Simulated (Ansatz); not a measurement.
**BH₃OTe: one structure at several levels**

One table from this session's results is given with a row withheld; the runs are named, their logs left out.

Computed with Ansatz 0.2.0, Gaussian basis. Level: single points in def2-TZVPP.

Correlated methods freeze the cores. Filled d shells of the heavier atoms are correlated. Core potentials replace the inner electrons past krypton, and spin-orbit coupling is left out.

## The system as given

6 atoms, charge 0, spin multiplicity 1.

Atoms are counted from 1 here; the program's logs count them from 0.

Bond lengths: O1–B2 1.435 Å, O1–H4 1.014 Å, B2–Te3 2.131 Å, B2–H5 1.277 Å, Te3–H6 1.620 Å. Angles: B2–O1–H4 98.8°, O1–B2–Te3 131.2°, O1–B2–H5 102.7°, Te3–B2–H5 125.7°, B2–Te3–H6 90.4°.

Coordinates:

```xyz
6

O    -0.8624   -0.2243   -1.4063
B    -0.0053   -0.2315   -0.2556
Te    0.0112    0.9929    1.4887
H    -1.5579    0.4360   -1.0778
H     0.8897   -1.0833   -0.5767
H     1.4418    0.3713    1.9251
```

The first run:

File run/in.yaml:

```yaml
crystal:
  periodic: [false, false, false]
  atoms:
    - {symbol: O, position_ang: [-0.862400, -0.224300, -1.406300]}
    - {symbol: B, position_ang: [-0.005300, -0.231500, -0.255600]}
    - {symbol: Te, position_ang: [0.011200, 0.992900, 1.488700]}
    - {symbol: H, position_ang: [-1.557900, 0.436000, -1.077800]}
    - {symbol: H, position_ang: [0.889700, -1.083300, -0.576700]}
    - {symbol: H, position_ang: [1.441800, 0.371300, 1.925100]}
basis:
  gaussian: {orbitals: def2-TZVPP}
correlation: {method: ccsd_t}
output: {forces: true}
```

The command line of these runs was not kept.

Among the steps run: CCSD(T)/def2-TZVPP; PBE0-D4/def2-TZVPP; wB97M-V/def2-TZVPP; r2SCAN-D4/def2-TZVPP; PBE-D4/def2-TZVPP; BLYP-D4/def2-TZVPP; BHLYP-D4/def2-TZVPP.

One table of the session follows, with a row left open; its other results are not shown here.

```
   method  RMS force component (eV/Å)  angle to CCSD(T) forces (°)  dipole (D)
  CCSD(T)                       1.601                    reference        1.70
  PBE0-D4                       1.686                          3.7        1.71
  wB97M-V                           ?                            ?           ?
r2SCAN-D4                       1.621                          2.7        1.70
   PBE-D4                       1.467                          7.1        1.73
  BLYP-D4                       1.510                          8.9        1.79
 BHLYP-D4                       1.934                          4.4        1.77
```

**Question.** Estimate the row for wB97M-V.

The run gave: RMS force component (eV/Å): 1.673; angle to CCSD(T) forces (°): 2.2; dipole (D): 1.69. In the column «RMS force component (eV/Å)» it lies between r2SCAN-D4 (1.621) and PBE0-D4 (1.686).
